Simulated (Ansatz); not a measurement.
**MgGeH+ (quintet): from Hartree-Fock to the top rungs, cc-pVDZ**

The task here is to estimate one member of a computed series from the others.

Computed with Ansatz 0.2.0, Gaussian basis. Level: cc-pVDZ, core rule «outside noble gas», up to 19 orbitals frozen.

The runs, in order: UHF; CCSD(T) on ROHF; CCSD(T) on UHF; BCCD(T) on ROHF; CISD; CCSDT(Q) on ROHF; CCSDT(Q) on UHF; CISDTQ; CCSDTQ on ROHF; CCSDTQ on UHF; Full CI.

19 further runs of the same task are left out: 13 for a known fault of the program, 1 that didn't finish, 5 set aside as unsound or not needed.

### What is computed

The geometry is a PBE0/def2-TZVP stationary point (not a proven minimum) of the parent state, kept for this charge and spin. No spin-orbit coupling is included. The filled d shell of Ge may be among the frozen orbitals whatever the setting's name suggests; the logs give the count.

3 atoms, charge 1, spin multiplicity 5.

Atoms are counted from 1 here; the program's logs count them from 0.

Bond lengths: Ge1–Mg2 2.494 Å, Ge1–H3 1.549 Å. Angles: Mg2–Ge1–H3 180.0°.

The first run:

in.yaml

```yaml
crystal:
  periodic: [false, false, false]
  atoms:
    - {symbol: Ge, position_ang: [0.000000, 0.000000, 0.315300]}
    - {symbol: Mg, position_ang: [0.000000, 0.000000, -2.179200]}
    - {symbol: H, position_ang: [0.000000, 0.000000, 1.863900]}
basis:
  gaussian: {orbitals: cc-pVDZ}
total_charge: 1
magnetization: {spin_polarized: true, initial_magnetization: 4}
hamiltonian: {xc: hf}
output: {orbitals: {seedname: orbitals}}
```

Started as:

```sh
$ ansatz run in.yaml --threads 1 --pin off --events-out ev --progress --plain --max-ram 4096MiB --backend cpu
```

Among the steps run: UHF; CCSD(T) on ROHF; CCSD(T) on UHF; BCCD(T) on ROHF; CISD; CCSDT(Q) on ROHF; CCSDT(Q) on UHF; CISDTQ; CCSDTQ on ROHF; CCSDTQ on UHF; Full CI.

One of the session's tables, all rows but one given; the rest of the session is left out.

| method | from FCI (meV) |
| --- | --- |
| ROHF | +2127.9 |
| UHF | +2050.1 |
| RMP2 | +620.5 |
| UMP2 | ? |
| CISD | +81.0 |
| RCCSD | +79.9 |
| UCCSD | +56.7 |
| RCCSD(T) | +20.5 |
| UCCSD(T) | +0.6 |
| BCCD(T) | +20.5 |
| RCCSDT | +0.9 |
| UCCSDT | -18.4 |
| CISDTQ | +0.5 |
| RCCSDT(Q) | -0.8 |
| UCCSDT(Q) | -20.1 |
| RCCSDTQ | -1.2 |
| UCCSDTQ | -20.5 |
| FCI | 0 |

Q: Estimate the row for UMP2 from the others.

As computed: from FCI (meV): +588.2. In the column «from FCI (meV)» it lies between CISD (+81.0) and RMP2 (+620.5).

To keep in mind: UCCSDT, UCCSDT(Q), UCCSDTQ fall below full CI: unrestricted runs freeze a spin-polarised core, another one than full CI's, and coupled cluster isn't variational. Levels on UHF freeze UHF's core orbitals, full CI those of ROHF, so the U rows can settle a little off it for that reason alone. Restricted and unrestricted rows rest on different reference determinants; where their highest levels disagree by more than a few hundredths of an eV, they describe different states and don't form one ladder.
